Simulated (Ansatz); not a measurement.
Al, space group P6_3/mmc: an equation of state with a fit, run with Ansatz's Python interface.

Script `eos.py`:
```python
"""Equation of state of Al."""

import warnings

import ansatz as az
from ase.eos import EquationOfState
from ase.units import GPa
import numpy as np

vectors0 = np.array([
    [2.827077, 0.0, 0.0],
    [-1.413539, 2.448321, 0.0],
    [0.0, 0.0, 9.185993],
])
sites = [
    ("Al", (0.0, 0.0, 0.0)),
    ("Al", (1 / 3, 2 / 3, 0.25)),
    ("Al", (0.0, 0.0, 0.5)),
    ("Al", (2 / 3, 1 / 3, 0.75)),
]


def crystal_on(cell):
    crystal = az.Crystal(lattice=az.Lattice.of(cell))
    for symbol, position in sites:
        crystal = crystal.atom(symbol, position)
    return crystal

warnings.simplefilter("ignore", az.DeckWarning)

# scale the volume, keep shape and fractions
volumes, energies = [], []
for scale in np.linspace(0.88, 1.12, 7):
    cell = vectors0 * scale ** (1 / 3)
    calc = (
        crystal_on(cell).calculation()
        .functional(az.Functional.LDA)
        .basis(450)
        .occupations("fermi_dirac", width=0.15)
        .kpoints(9, 9, 3)
    )
    summary = calc.run().report
    volumes.append(abs(np.linalg.det(cell)) / len(sites))
    energies.append(summary["free_energy_ev"] / len(sites))
    print(f"V = {volumes[-1]:8.4f} A^3/atom  F = {energies[-1]:.5f} eV/atom")

eos = EquationOfState(volumes, energies, eos="birchmurnaghan")
v0, e0, bulk = eos.fit()
print(f"V0 = {v0:.4f} A^3/atom, E0 = {e0:.5f} eV/atom, B = {bulk / GPa:.1f} GPa")
```

Its results, one of them left out:

| V (Å³/atom) | F less the lowest row shown (meV/atom) |
| --- | --- |
| 13.988 | 65.15 |
| 14.624 | 22.36 |
| 15.260 | 0.00 |
| 15.895 | ? |
| 16.531 | 1.03 |
| 17.167 | 18.45 |
| 17.803 | 44.05 |

What is the missing energy at 15.895 Å³ an atom?

A third-order Birch-Murnaghan fit, E = E0 + (9 V0 B0 / 16) [(t - 1)³ B' + (t - 1)² (6 - 4t)] with t = (V0/V)^(2/3), through the 6 rows shown gives V0 = 15.847 Å³, B0 = 82.7 GPa, B' = 4.64 and E0 = -6.00 meV. At V = 15.895 Å³, t = 0.99796, and the fit interpolates to -5.96 meV. The run gave -6.01 meV, a miss of 0.04 meV.

Notes:
- Shape and fractional positions are held along the curve, so the bulk modulus is an upper value where they are free to relax, by a factor of two or more in layered or hydrogen-bonded cells.
- For a metal this k-point mesh is coarse: on a finer one energies can move by several to tens of meV an atom and pressures by half a GPa or more, differences at one mesh by less.
- This isn't the structure that Al takes at ambient conditions.
- Run time: 8 s on 1 thread of Arm Neoverse V2 (shared host), peak memory 0.37 GiB.
